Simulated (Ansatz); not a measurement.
# CH5FO4W: one species, many methods

Aim: compute CH5FO4W with functionals from several rungs and with coupled cluster. The comparison is of orbital energies and run times, and the correlation energy is taken apart.

The runs use Ansatz 0.2.0, Gaussian basis; functionals in def2-TZVPP, the program's frozen cores in correlated methods.

The runs, in order: PBE-D4, r2SCAN-D4, PBE0-D4, B3LYP-D4, ωB97X-V, ωB97M-V, B2PLYP; CCSD(T)/def2-TZVPP; MP2/def2-QZVPP; extrapolation to the limit.

### Step 1. The relaxed structure

All runs share one geometry, relaxed beforehand with PBE0-D4 in a triple-zeta def2 set. W takes the def2 core potential; no spin-orbit term is included.

SMILES `C[O][W](=[O])([OH])([OH])[F]`, 12 atoms, charge 0, spin multiplicity 1.

Atoms are counted from 1 here; the program's logs count them from 0.

Bond lengths: C1–O2 1.399 Å, C1–H8 1.093 Å, C1–H9 1.095 Å, C1–H10 1.092 Å, O2–W3 1.851 Å, W3–O4 1.690 Å, W3–O5 1.912 Å, W3–O6 1.885 Å, W3–F7 1.908 Å, O5–H11 0.960 Å, O6–H12 0.960 Å. Angles: O2–C1–H8 110.1°, O2–C1–H9 109.4°, O2–C1–H10 109.0°, H8–C1–H9 109.4°, H8–C1–H10 109.3°, H9–C1–H10 109.5°, C1–O2–W3 141.4°, O2–W3–O4 104.9°, O2–W3–O5 148.6°, O2–W3–O6 93.2°, O2–W3–F7 84.7°, O4–W3–O5 105.6°, O4–W3–O6 106.4°, O4–W3–F7 105.2°, O5–W3–O6 84.7°, O5–W3–F7 80.8°, O6–W3–F7 147.8°, W3–O5–H11 117.9° and more.

### Step 2. PBE-D4 (GGA)

Contents of in.yaml:

```yaml
crystal:
  periodic: [false, false, false]
  atoms:
    - {symbol: C, position_ang: [-0.377077, -0.678855, -2.042201]}
    - {symbol: O, position_ang: [-0.356313, -0.881224, -0.657898]}
    - {symbol: W, position_ang: [0.253828, -0.106514, 0.908297]}
    - {symbol: O, position_ang: [0.909667, -1.383703, 1.799238]}
    - {symbol: O, position_ang: [0.687325, 1.479296, 1.884505]}
    - {symbol: O, position_ang: [-1.487213, 0.168815, 1.575202]}
    - {symbol: F, position_ang: [1.687408, 0.534802, -0.174547]}
    - {symbol: H, position_ang: [-1.262734, -0.103629, -2.325155]}
    - {symbol: H, position_ang: [0.522913, -0.133536, -2.343287]}
    - {symbol: H, position_ang: [-0.401044, -1.648597, -2.542703]}
    - {symbol: H, position_ang: [1.498849, 1.939512, 1.657453]}
    - {symbol: H, position_ang: [-1.675630, 0.813633, 2.261095]}
basis:
  gaussian: {orbitals: def2-TZVPP}
hamiltonian: {xc: pbe, dispersion: d4}
output: {forces: true, orbitals: {seedname: orbitals}}
```

Launch:

```sh
> ansatz run in.yaml --threads 2 --pin off --events-out ev --progress --plain --max-ram 22528MiB --backend cuda --devices 0, --max-vram 18GiB
```

Log (excerpt; [...] marks lines left out):

```text
Functional definition: PBE
  name "PBE"
  cite "Perdew, Burke & Ernzerhof, Phys. Rev. Lett. 77, 3865 (1996) doi:10.1103/PhysRevLett.77.3865"
  parent pbe
[...]
1570 factors; their error is unknown
[...]
mean field -13850.18167655 eV, -508.9847886229 hartree, gradient 5.8e-5 eV, S^2 0.000000; 0 other end points of the search recorded, 0 dependent functions left out
[...]
reference -13850.18172470 eV, -508.9847903924 hartree; 33, 33 occupied and 279, 279 virtual orbitals, 1570 factors
Total energy: -13850.45957164 eV, -508.9950010792 hartree
Atom 0 at    -0.377077    -0.678855    -2.042201 Å, force    -0.032268    -0.011118    -0.122644 eV/Å
Atom 1 at    -0.356313    -0.881224    -0.657898 Å, force    -0.224587    -0.386949    -0.225690 eV/Å
Atom 2 at     0.253828    -0.106514     0.908297 Å, force    -0.217559     0.633569    -0.275701 eV/Å
Atom 3 at     0.909667    -1.383703     1.799238 Å, force     0.513019    -1.021165     0.701969 eV/Å
Atom 4 at     0.687325     1.479296     1.884505 Å, force    -0.230959     0.250914     0.429679 eV/Å
Atom 5 at    -1.487213     0.168815     1.575202 Å, force    -0.481381    -0.201879    -0.071461 eV/Å
Atom 6 at     1.687408     0.534802    -0.174547 Å, force     0.410139     0.167663    -0.317036 eV/Å
Atom 7 at    -1.262734    -0.103629    -2.325155 Å, force    -0.184390     0.134075    -0.089567 eV/Å
Atom 8 at     0.522913    -0.133536    -2.343287 Å, force     0.195841     0.130510    -0.078562 eV/Å
Atom 9 at    -0.401044    -1.648597    -2.542703 Å, force    -0.005302    -0.206443    -0.139333 eV/Å
Atom 10 at     1.498849     1.939512     1.657453 Å, force     0.366192     0.219763    -0.112088 eV/Å
Atom 11 at    -1.675630     0.813633     2.261095 Å, force    -0.108744     0.291058     0.300433 eV/Å
Dipole moment:    -0.267772     0.406865    -0.429183 e Å
```

Wall time 3.1 s (1 × H100 (card shared with other runs) with 2 threads of AMD EPYC 7R13, shared host); peak host memory 0.88 GiB.

HOMO -7.38 eV, LUMO -3.35 eV.

### Step 3. r2SCAN-D4 (meta-GGA)

Edit in.yaml of step 2 so:

```diff
@@ -17,3 +17,3 @@
   gaussian: {orbitals: def2-TZVPP}
-hamiltonian: {xc: pbe, dispersion: d4}
+hamiltonian: {xc: r2scan, dispersion: d4}
 output: {forces: true, orbitals: {seedname: orbitals}}
```

Launched as before.

Log (excerpt; [...] marks lines left out):

```text
Functional definition: r2SCAN
  name "r2SCAN"
  cite "Furness, Kaplan, Ning, Perdew & Sun, J. Phys. Chem. Lett. 11, 8208 (2020) doi:10.1021/acs.jpclett.0c02405"
  cite "Furness, Kaplan, Ning, Perdew & Sun, J. Phys. Chem. Lett. 11, 9248 (2020) doi:10.1021/acs.jpclett.0c03077"
  parent r2scan
[...]
1570 factors; their error is unknown
[...]
mean field -13856.91071868 eV, -509.2320763600 hartree, gradient 3.9e-5 eV, S^2 0.000000; 0 other end points of the search recorded, 0 dependent functions left out
[...]
reference -13856.91073248 eV, -509.2320768671 hartree; 33, 33 occupied and 279, 279 virtual orbitals, 1570 factors
Total energy: -13856.98021146 eV, -509.2346301728 hartree
Atom 0 at    -0.377077    -0.678855    -2.042201 Å, force    -0.007414     0.030983    -0.268362 eV/Å
Atom 1 at    -0.356313    -0.881224    -0.657898 Å, force    -0.108248    -0.192228    -0.045707 eV/Å
Atom 2 at     0.253828    -0.106514     0.908297 Å, force    -0.035590     0.373604    -0.149661 eV/Å
Atom 3 at     0.909667    -1.383703     1.799238 Å, force     0.251152    -0.498867     0.339582 eV/Å
Atom 4 at     0.687325     1.479296     1.884505 Å, force     0.024126     0.181976     0.142923 eV/Å
Atom 5 at    -1.487213     0.168815     1.575202 Å, force    -0.235110     0.015528     0.073758 eV/Å
Atom 6 at     1.687408     0.534802    -0.174547 Å, force     0.087451     0.039273    -0.093329 eV/Å
Atom 7 at    -1.262734    -0.103629    -2.325155 Å, force     0.011333    -0.001112    -0.001546 eV/Å
Atom 8 at     0.522913    -0.133536    -2.343287 Å, force    -0.004416     0.001556     0.007420 eV/Å
Atom 9 at    -0.401044    -1.648597    -2.542703 Å, force     0.000301     0.012398     0.002139 eV/Å
Atom 10 at     1.498849     1.939512     1.657453 Å, force     0.026180     0.012503    -0.020857 eV/Å
Atom 11 at    -1.675630     0.813633     2.261095 Å, force    -0.009764     0.024385     0.013640 eV/Å
Dipole moment:    -0.272518     0.418461    -0.433287 e Å
```

It took 3.6 s on 1 × H100 (card shared with other runs) with 2 threads of AMD EPYC 7R13, shared host; peak host memory 0.91 GiB.

HOMO -7.75 eV, LUMO -3.30 eV.

### Step 4. PBE0-D4 (hybrid)

Edit in.yaml of step 3 so:

```diff
@@ -17,3 +17,3 @@
   gaussian: {orbitals: def2-TZVPP}
-hamiltonian: {xc: r2scan, dispersion: d4}
-output: {forces: true, orbitals: {seedname: orbitals}}
+hamiltonian: {xc: pbe0, dispersion: d4}
+output: {orbitals: {seedname: orbitals}}
```

Same command.

Log:

```text
Functional definition: PBE0
  name "PBE0"
  cite "Adamo & Barone, J. Chem. Phys. 110, 6158 (1999) doi:10.1063/1.478522"
  cite "Perdew, Burke & Ernzerhof, Phys. Rev. Lett. 77, 3865 (1996) doi:10.1103/PhysRevLett.77.3865"
  parent pbe
  parameter a = 0.25
  parameter kappa = 0.804
  parameter beta = 0.06672455060314922
  exchange = (1 - a)*pbe_x(kappa = kappa, mu = beta*pi^2/3) + a*exact_x
  correlation = pbe_c(beta = beta)
1635 factors; their error is unknown
mean field evaluation 1: about -13825.8499 eV, gradient 1.2e2 eV
mean field evaluation 2: about -13669.8150 eV, gradient 3.1e2 eV
mean field evaluation 4: about -13845.6802 eV, gradient 3.7e1 eV
mean field evaluation 8: about -13848.0050 eV, gradient 3.8e-1 eV
mean field evaluation 16: about -13848.0426 eV, gradient 1.4e-3 eV
mean field -13848.04264064 eV, -508.9061805032 hartree, gradient 5.3e-5 eV, S^2 0.000000; 0 other end points of the search recorded, 0 dependent functions left out
reference -13848.04267544 eV, -508.9061817821 hartree; 33, 33 occupied and 279, 279 virtual orbitals, 1635 factors
Total energy: -13848.27882198 eV, -508.9148600072 hartree
```

Wall time 2.7 s (1 × H100 (card shared with other runs) with 2 threads of AMD EPYC 7R13, shared host); peak host memory 0.89 GiB.

HOMO -9.00 eV, LUMO -2.63 eV.

### Step 5. B3LYP-D4 (hybrid)

B3LYP here takes the VWN-RPA correlation.

Edit in.yaml of step 4 so:

```diff
@@ -17,3 +17,3 @@
   gaussian: {orbitals: def2-TZVPP}
-hamiltonian: {xc: pbe0, dispersion: d4}
-output: {orbitals: {seedname: orbitals}}
+hamiltonian: {xc: {name: B3LYP}, dispersion: d4}
+output: {forces: true, orbitals: {seedname: orbitals}}
```

The command is unchanged.

Log (excerpt; [...] marks lines left out):

```text
Functional definition: B3LYP
  name "B3LYP"
  cite "Stephens, Devlin, Chabalowski & Frisch, J. Phys. Chem. 98, 11623 (1994) doi:10.1021/j100096a001"
  cite "Becke, Phys. Rev. A 38, 3098 (1988) doi:10.1103/PhysRevA.38.3098"
  cite "Lee, Yang & Parr, Phys. Rev. B 37, 785 (1988) doi:10.1103/PhysRevB.37.785"
  cite "Vosko, Wilk & Nusair, Can. J. Phys. 58, 1200 (1980) doi:10.1139/p80-159"
[...]
1615 factors; their error is unknown
[...]
mean field -13861.80815611 eV, -509.4120538659 hartree, gradient 1.7e-5 eV, S^2 0.000000; 0 other end points of the search recorded, 0 dependent functions left out
[...]
reference -13861.80844885 eV, -509.4120646240 hartree; 33, 33 occupied and 279, 279 virtual orbitals, 1615 factors
Total energy: -13862.25500155 eV, -509.4284751330 hartree
Atom 0 at    -0.377077    -0.678855    -2.042201 Å, force    -0.018700     0.021446    -0.372957 eV/Å
[...]
Atom 2 at     0.253828    -0.106514     0.908297 Å, force    -0.037538     0.056579    -0.027085 eV/Å
Atom 3 at     0.909667    -1.383703     1.799238 Å, force     0.217567    -0.439478     0.301666 eV/Å
Atom 4 at     0.687325     1.479296     1.884505 Å, force     0.091227     0.291470     0.155621 eV/Å
Atom 5 at    -1.487213     0.168815     1.575202 Å, force    -0.328364     0.065153     0.117705 eV/Å
Atom 6 at     1.687408     0.534802    -0.174547 Å, force     0.241554     0.114829    -0.199916 eV/Å
Atom 7 at    -1.262734    -0.103629    -2.325155 Å, force     0.047207    -0.029399     0.002313 eV/Å
Atom 8 at     0.522913    -0.133536    -2.343287 Å, force    -0.055424    -0.030878     0.003842 eV/Å
Atom 9 at    -0.401044    -1.648597    -2.542703 Å, force    -0.000330     0.055957     0.011365 eV/Å
Atom 10 at     1.498849     1.939512     1.657453 Å, force     0.012302     0.046051     0.022013 eV/Å
Atom 11 at    -1.675630     0.813633     2.261095 Å, force    -0.051112     0.008577     0.017990 eV/Å
Dipole moment:    -0.272289     0.419353    -0.434293 e Å
```

Wall time 3.8 s (1 × H100 (card shared with other runs) with 2 threads of AMD EPYC 7R13, shared host); peak host memory 0.95 GiB.

HOMO -8.75 eV, LUMO -2.87 eV.

### Step 6. ωB97X-V (range-separated)

Edit in.yaml of step 5 so:

```diff
@@ -17,3 +17,3 @@
   gaussian: {orbitals: def2-TZVPP}
-hamiltonian: {xc: {name: B3LYP}, dispersion: d4}
-output: {forces: true, orbitals: {seedname: orbitals}}
+hamiltonian: {xc: {name: wB97X-V}}
+output: {orbitals: {seedname: orbitals}}
```

Launched as before.

Log (excerpt; [...] marks lines left out):

```text
Functional definition: wB97X-V
  name "wB97X-V"
  cite "Mardirossian & Head-Gordon, Phys. Chem. Chem. Phys. 16, 9904 (2014) doi:10.1039/C3CP54374A"
  cite "Becke, J. Chem. Phys. 107, 8554 (1997) doi:10.1063/1.475007"
  cite "Vydrov & Van Voorhis, J. Chem. Phys. 133, 244103 (2010) doi:10.1063/1.3521275"
[...]
      + integral(e_c_pw_opposite_spin*poly(b97_u_opposite, cos0, cos1)) + vv10(b, c)
1587 factors; their error is unknown
353 factors; integrals over basis functions are off by at most 9.2e-6 eV
[...]
mean field -13855.89525465 eV, -509.1947587452 hartree, gradient 2.1e-5 eV, S^2 0.000000; 0 other end points of the search recorded, 0 dependent functions left out
reference -13855.89525236 eV, -509.1947586612 hartree; 33, 33 occupied and 279, 279 virtual orbitals, 1587 factors
Total energy: -13855.89525236 eV, -509.1947586612 hartree
```

Wall time 4.8 s (1 × H100 (card shared with other runs) with 2 threads of AMD EPYC 7R13, shared host); peak host memory 0.98 GiB.

HOMO -11.42 eV, LUMO -0.43 eV.

### Step 7. ωB97M-V (range-separated)

Edit in.yaml of step 6 so:

```diff
@@ -17,3 +17,3 @@
   gaussian: {orbitals: def2-TZVPP}
-hamiltonian: {xc: {name: wB97X-V}}
-output: {orbitals: {seedname: orbitals}}
+hamiltonian: {xc: {name: wB97M-V}}
+output: {forces: true, orbitals: {seedname: orbitals}}
```

The command is unchanged.

Log (excerpt; [...] marks lines left out):

```text
Functional definition: wB97M-V
  name "wB97M-V"
  cite "Mardirossian & Head-Gordon, J. Chem. Phys. 144, 214110 (2016) doi:10.1063/1.4952647"
  cite "Becke, J. Chem. Phys. 107, 8554 (1997) doi:10.1063/1.475007"
  cite "Vydrov & Van Voorhis, J. Chem. Phys. 133, 244103 (2010) doi:10.1063/1.3521275"
  # Of w^i u^j: cxij and so on, Table III.
[...]
  gx(w, u) = 1 - cx + cx01*u + cx10*w
  gss(w, u) = css00 + css04*u^4 + css10*w + css20*w^2 + css43*w^4*u^3
  gos(w, u) = cos00 + cos10*w + (cos20 + cos21*u)*w^2 + (cos60 + cos61*u)*w^6
[...]
      + integral(e_c_pw_mod_opposite_spin*gos(b97_w_opposite, b97_u_opposite)) + vv10(b, c)
1575 factors; their error is unknown
353 factors; integrals over basis functions are off by at most 9.2e-6 eV
[...]
Atom 2 at     0.253828    -0.106514     0.908297 Å, force     0.247325    -0.486111     0.242955 eV/Å
Atom 3 at     0.909667    -1.383703     1.799238 Å, force    -0.171045     0.308529    -0.218553 eV/Å
Atom 4 at     0.687325     1.479296     1.884505 Å, force     0.023923     0.085783    -0.019963 eV/Å
Atom 5 at    -1.487213     0.168815     1.575202 Å, force    -0.034490     0.064484     0.023204 eV/Å
Atom 6 at     1.687408     0.534802    -0.174547 Å, force    -0.011269     0.024106    -0.025442 eV/Å
Atom 7 at    -1.262734    -0.103629    -2.325155 Å, force     0.085652    -0.061418     0.023105 eV/Å
Atom 8 at     0.522913    -0.133536    -2.343287 Å, force    -0.084197    -0.055285     0.021022 eV/Å
Atom 9 at    -0.401044    -1.648597    -2.542703 Å, force     0.002281     0.099412     0.040305 eV/Å
Atom 10 at     1.498849     1.939512     1.657453 Å, force    -0.038948    -0.018171     0.016377 eV/Å
Atom 11 at    -1.675630     0.813633     2.261095 Å, force    -0.001160    -0.033493    -0.031381 eV/Å
Dipole moment:    -0.262793     0.421149    -0.417694 e Å
```

It took 6.5 s on 1 × H100 (card shared with other runs) with 2 threads of AMD EPYC 7R13, shared host; peak host memory 1 GiB.

HOMO -11.35 eV, LUMO -0.47 eV.

### Step 8. B2PLYP (double hybrid)

Edit in.yaml of step 7 so:

```diff
@@ -17,3 +17,2 @@
   gaussian: {orbitals: def2-TZVPP}
-hamiltonian: {xc: {name: wB97M-V}}
-output: {forces: true, orbitals: {seedname: orbitals}}
+hamiltonian: {xc: {name: B2PLYP}}
```

Same command.

Log (excerpt; [...] marks lines left out):

```text
Functional definition: B2PLYP
  name "B2PLYP"
  cite "Grimme, J. Chem. Phys. 124, 034108 (2006) doi:10.1063/1.2148954"
  cite "Becke, Phys. Rev. A 38, 3098 (1988) doi:10.1103/PhysRevA.38.3098"
  cite "Lee, Yang & Parr, Phys. Rev. B 37, 785 (1988) doi:10.1103/PhysRevB.37.785"
[...]
1994 factors; integrals over basis functions are off by at most 1.1e-3 eV
[...]
mean field -13833.44887229 eV, -508.3698694083 hartree, gradient 4.6e-6 eV, S^2 0.000000; 0 other end points of the search recorded, 0 dependent functions left out
6 core orbitals not correlated: weight in the atoms' cores, before any rotation towards them, 1.000 or more for the frozen orbitals, at most 0.000 for the correlated occupied ones
reference -13833.44905359 eV, -508.3698760711 hartree; 27, 27 occupied and 279, 279 virtual orbitals, 1994 factors
second order -63.33275627 eV of doubles, -0.00000000 eV of singles
Total energy: -13850.54889779 eV, -508.9982837545 hartree
```

Run time: 2.7 s. Hardware: 1 × H100 (card shared with other runs) with 2 threads of AMD EPYC 7R13, shared host; peak host memory 1.4 GiB.

### Step 9. Frontier levels by functional

Dipoles come from the runs that computed forces. Levels, from each run's orbital file:

```csv
functional,HOMO (eV),LUMO (eV),gap (eV),dipole (D),time
PBE-D4,-7.38,-3.35,4.03,3.12,3.1 s
r2SCAN-D4,-7.75,-3.30,4.45,3.18,3.6 s
PBE0-D4,-9.00,-2.63,6.37,,2.7 s
B3LYP-D4,-8.75,-2.87,5.88,3.18,3.8 s
ωB97X-V,-11.42,-0.43,11.00,,4.8 s
ωB97M-V,-11.35,-0.47,10.88,3.12,6.5 s
```

### Step 10. CCSD(T) in def2-TZVPP

Edit in.yaml of step 8 so:

```diff
@@ -17,2 +17,2 @@
   gaussian: {orbitals: def2-TZVPP}
-hamiltonian: {xc: {name: B2PLYP}}
+correlation: {method: ccsd_t}
```

Launched as before.

Log (excerpt; [...] marks lines left out):

```text
Functional definition: HF
  name "HF"
  cite "Fock, Z. Phys. 61, 126 (1930) doi:10.1007/BF01340294"
  parent pbe
[...]
1994 factors; integrals over basis functions are off by at most 1.1e-3 eV
[...]
mean field -13781.01828189 eV, -506.4430807497 hartree, gradient 8.4e-6 eV, S^2 0.000000; 0 other end points of the search recorded, 0 dependent functions left out
6 core orbitals not correlated: weight in the atoms' cores, before any rotation towards them, 1.000 or more for the frozen orbitals, at most 0.000 for the correlated occupied ones
reference -13781.01828189 eV, -506.4430807497 hartree; 27, 27 occupied and 279, 279 virtual orbitals, 1994 factors
second order -51.69276599 eV of doubles, -0.00000000 eV of singles
cycle   1  -48.15336235 eV  change     3.5e0 eV  update   2.9e-1
[...]
cycle  14  -50.48156948 eV  change    3.8e-5 eV  update   7.0e-6
perturbative correction -2.42239271 eV, -0.0890212903 hartree
Total energy: -13833.92224408 eV, -508.3872655006 hartree
```

It took 8.5 s on 1 × H100 (card shared with other runs) with 2 threads of AMD EPYC 7R13, shared host; peak host memory 1.4 GiB.

### Step 11. MP2 in def2-QZVPP

Edit in.yaml of step 10 so:

```diff
@@ -16,3 +16,3 @@
 basis:
-  gaussian: {orbitals: def2-TZVPP}
-correlation: {method: ccsd_t}
+  gaussian: {orbitals: "def2-QZVPP.json"}
+correlation: {method: mp2}
```

The command is unchanged.

Log:

```text
Functional definition: HF
  name "HF"
  cite "Fock, Z. Phys. 61, 126 (1930) doi:10.1007/BF01340294"
  parent pbe
  exchange = exact_x
  correlation = 0
3540 factors; integrals over basis functions are off by at most 7.1e-4 eV
mean field evaluation 1: about -13768.1119 eV, gradient 8.9e1 eV
mean field evaluation 2: about -13768.3737 eV, gradient 8.9e1 eV
mean field evaluation 4: about -13781.1124 eV, gradient 1.6e1 eV
mean field evaluation 8: about -13781.5990 eV, gradient 1.3e0 eV
mean field evaluation 16: about -13781.6033 eV, gradient 6.2e-6 eV
mean field -13781.60329513 eV, -506.4645795898 hartree, gradient 6.2e-6 eV, S^2 0.000000; 0 other end points of the search recorded, 0 dependent functions left out
6 core orbitals not correlated: weight in the atoms' cores, before any rotation towards them, 1.000 or more for the frozen orbitals, at most 0.000 for the correlated occupied ones
reference -13781.60329513 eV, -506.4645795898 hartree; 27, 27 occupied and 540, 540 virtual orbitals, 3540 factors
second order -56.36019871 eV of doubles, -0.00000000 eV of singles
Total energy: -13837.96349384 eV, -508.5357786899 hartree
```

Wall time 3.8 s (1 × H100 (card shared with other runs) with 2 threads of AMD EPYC 7R13, shared host); peak host memory 1.2 GiB.

Energy pieces by basis (eV):

```csv
basis,HF,MP2 correlation,CCSD correlation,(T),total
def2-TZVPP,-13781.0183,-51.6928,-50.4816,-2.4224,-13833.9222
def2-QZVPP,-13781.6033,-56.3602,,,-13837.9635 (MP2)
```

The report of the def2-TZVPP run gives T1 = 0.0210.

### Step 12. From triple and quadruple zeta to the limit

This step is arithmetic on the last runs, with X = 3 and 4: exp(−7.88√X) for Hartree-Fock, X^−2.97 for correlation; only MP2 was run in the larger set, so CCSD(T) minus MP2 is added from the smaller one.

```csv
level,energy at the limit (eV)
HF,-13781.6839
MP2,-13841.5014
CCSD,-13840.2902
CCSD(T),-13842.7126
```

### Step 13. What came out

| quantity | value |
| --- | --- |
| CCSD(T) correlation energy, def2-TZVPP | -52.904 eV |
| gap, smallest and largest | 4.03 eV (PBE-D4), 11.00 eV (ωB97X-V) |
| T1 diagnostic | 0.0210 |
| triples share of the correlation energy | 4.6 % |

In words: In def2-TZVPP MP2 gives 98 % of the CCSD(T) correlation energy. Orbital gaps span 4.0 to 11.0 eV; exact exchange widens them. T1 = 0.021 passes the customary mark of 0.02 by a little. Correlated methods include outer-core shells of W, which these sets cover unevenly.
